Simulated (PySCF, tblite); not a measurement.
# C₄H₇BCl₂Si: geometry, infrared bands and NMR shifts

Wanted: the infrared bands and NMR shifts of C₄H₇BCl₂Si (`ClB(Cl)C1=CCC[SiH2]1`), by calculation.

The runs use tblite 0.8.0 and PySCF 2.14.0, with density-fitted response routines of our own; the level of theory stands in each step. All values are computed, except where a source is named. Atoms are numbered from 0 throughout.

## 1. Starting geometry

15 atoms, charge 0, multiplicity 1; geometry from: force field or distance geometry start.

Bonds of the start (Å): Cl0–B1 1.86, B1–Cl2 1.85, B1–C3 1.57, C3–C4 1.34, C4–C5 1.51, C5–C6 1.54, C6–Si7 1.86, Si7–C3 1.81, C4–H8 1.09, C5–H9 1.12, C5–H10 1.11, C6–H11 1.12, C6–H12 1.11, Si7–H13 1.46, Si7–H14 1.47.

## 2. Geometry optimisation with GFN2-xTB

Job settings and geometry (Å):

```
{"job": {"kind": "relax", "xc": "GFN2-xTB", "basis": "xTB"}, "charge": 0, "multiplicity": 1}
Cl     3.385200    -1.772800    -0.267500
B      2.454600    -0.164200    -0.358600
Cl     3.423400     1.371800    -0.684900
C      0.899700    -0.110400    -0.141000
C      0.138200    -1.185900     0.119600
C     -1.351100    -0.964700     0.240900
C     -1.645800     0.544200     0.318600
Si    -0.081900     1.407800    -0.189800
H      0.556400    -2.190600     0.163200
H     -1.725100    -1.479500     1.158400
H     -1.852600    -1.404500    -0.646200
H     -1.890200     0.828000     1.369000
H     -2.492400     0.821200    -0.337200
H      0.359000     2.386200     0.801700
H     -0.181900     1.921400    -1.568000
```

Started as:

```bash
$ OMP_NUM_THREADS=1 python probes_run.py task.json out
```

This one command runs all jobs of the session in turn.

**Question.** This job is followed by: GFN2-xTB harmonic vibrations, gas phase; GIAO PBE0/pcSseg-1 NMR shielding, non-relativistic, gas phase. What will the session give for the following? strongest single infrared mode (GFN2-xTB); zero-point energy (GFN2-xTB); 13C shifts against TMS (PBE0/pcSseg-1); 1H shifts against TMS (PBE0/pcSseg-1, means over atoms taken as alike); 35Cl shifts against HCl (PBE0/pcSseg-1, means over atoms taken as alike); 11B shifts against BF3·OEt2 (PBE0/pcSseg-1); 29Si shifts against TMS (PBE0/pcSseg-1).

As calculated:

```
                                                                quantity                        value
                               strongest single infrared mode (GFN2-xTB)        2247 cm⁻¹, 318 km/mol
                                            zero-point energy (GFN2-xTB)                62.1 kcal/mol
                                  13C shifts against TMS (PBE0/pcSseg-1)  189.1, 146.4, 42.6, 6.0 ppm
  1H shifts against TMS (PBE0/pcSseg-1, means over atoms taken as alike)   8.16, 4.89, 3.04, 1.08 ppm
35Cl shifts against HCl (PBE0/pcSseg-1, means over atoms taken as alike)                      245 ppm
                             11B shifts against BF3·OEt2 (PBE0/pcSseg-1)                     51.9 ppm
                                 29Si shifts against TMS (PBE0/pcSseg-1)                    -23.1 ppm
```

What this shows: The optimisation took 34 steps and gained 0.488 eV; among the close pairs (by a distance rule), Cl0–B1 changed most, from 1.861 to 1.727 Å. No mode is imaginary among the 39: a minimum at this level. The strongest single mode, at 2247 cm⁻¹, moves mainly H14. GFN2-xTB is a fitted tight-binding method: band positions and strengths are rough. Its intensities can rank the bands wrongly. At PBE0/pcSseg-1: The largest span, 444 ppm, is at Cl0, Cl2, where the paramagnetic term is -442 ppm.
